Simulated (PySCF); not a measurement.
# C7H7BrO (4-bromobenzyl alcohol): the cost of one run

Programs: PySCF 2.14.0, with routines of our own; each step states its level. All values are computed. Atoms count from 0.

### Step 1. The system as given

16 atoms, charge 0, multiplicity 1; geometry from: GFN2-xTB.

### Step 2. Geometry optimisation at PBE0-D3(BJ)/def2-SVP

What the job is given:

```
{"job": {"xc": "PBE0", "basis": "def2-SVP", "d3": "d3bj", "grid": 2, "kind": "geom"}, "charge": 0, "multiplicity": 1}
O     -2.347863     1.102556    -1.097390
C     -2.020672     0.059501    -0.210483
C     -0.528964    -0.026357    -0.017354
C      0.001121    -1.024804     0.792699
C      1.365564    -1.125028     0.984866
C      2.201779    -0.216927     0.357073
Br     4.086286    -0.359434     0.610148
C      1.695341     0.785730    -0.448969
C      0.326653     0.875526    -0.632297
H     -3.301013     1.115005    -1.226876
H     -2.494548     0.224265     0.771249
H     -2.382621    -0.906436    -0.597500
H     -0.657529    -1.730951     1.277200
H      1.777479    -1.899935     1.613087
H      2.359949     1.487652    -0.928804
H     -0.088560     1.648580    -1.258060
```

The run is started by

```console
$ OMP_NUM_THREADS=1 python excited_run.py task.json out
```

One launch serves the whole session: the jobs run in the order shown.

**Question.** How long does this first job take on 1 thread of Arm Neoverse V1, shared host, and how much memory does it need?

About 2.2 min, with a peak of 0.97 GiB.
